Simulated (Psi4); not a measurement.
**BF2HO (SMILES OB(F)F): BLYP/6-31G(d,p) (Cartesian functions)**

Aim: a structure relaxation of BF2HO. 

The calculation is run with Psi4 1.11.

## (1) The system as given

The species is BF2HO (5 atoms), typed as a singlet with charge 0. SMILES: `OB(F)F`. Geometry: a rough force-field guess. The run starts from this shape.

Bond lengths: O1–B2 1.404 Å, B2–F3 1.414 Å, B2–F4 1.410 Å, O1–H5 1.002 Å. Angles: O1–B2–F3 118.7°, O1–B2–F4 122.8°, F3–B2–F4 118.4°, B2–O1–H5 108.0°.

## (2) A structure relaxation at BLYP/6-31G(d,p) (Cartesian functions)

Contents of bf2ho.py:

```python
import psi4

psi4.set_memory(1600000000)
psi4.set_num_threads(1)
psi4.set_output_file('output.dat', False)

geom = psi4.geometry("""
O     -0.457800     0.949600     0.177800
B     -0.032000    -0.386400     0.103500
F      0.950900    -0.837700     1.015000
F     -0.504800    -1.285600    -0.874000
H      0.093600     1.486500    -0.463600
symmetry c1
""")

psi4.set_options({
    'scf_type': 'pk',
    'geom_maxiter': 40,
})

e_tot, wfn = psi4.optimize("blyp/6-31G**", return_wfn=True)
print(f'total energy {e_tot:.8f} hartree = {e_tot * 27.211386:.5f} eV')
print(geom.to_string(dtype='xyz', units='Angstrom'))
```

On the command line:

```
$ python bf2ho.py
```

What values should one expect? Wanted: total energy at the end; dipole moment; HOMO energy; LUMO energy; HOMO–LUMO gap.

Computed results:

At BLYP/6-31G** (Cartesian functions):

| quantity | value |
| --- | --- |
| total energy at the end | -300.48805 Eh |
| dipole moment | 1.92 D |
| HOMO energy | -8.14 eV |
| LUMO energy | 0.76 eV |
| HOMO–LUMO gap | 8.89 eV |

In words: At the final geometry: Bond lengths: O1–B2 1.364 Å, B2–F3 1.335 Å, B2–F4 1.346 Å, O1–H5 0.975 Å. Angles: O1–B2–F3 119.2°, O1–B2–F4 122.2°, F3–B2–F4 118.5°, B2–O1–H5 111.8°. The optimisation took 15 steps and changed the energy by -0.677 eV.
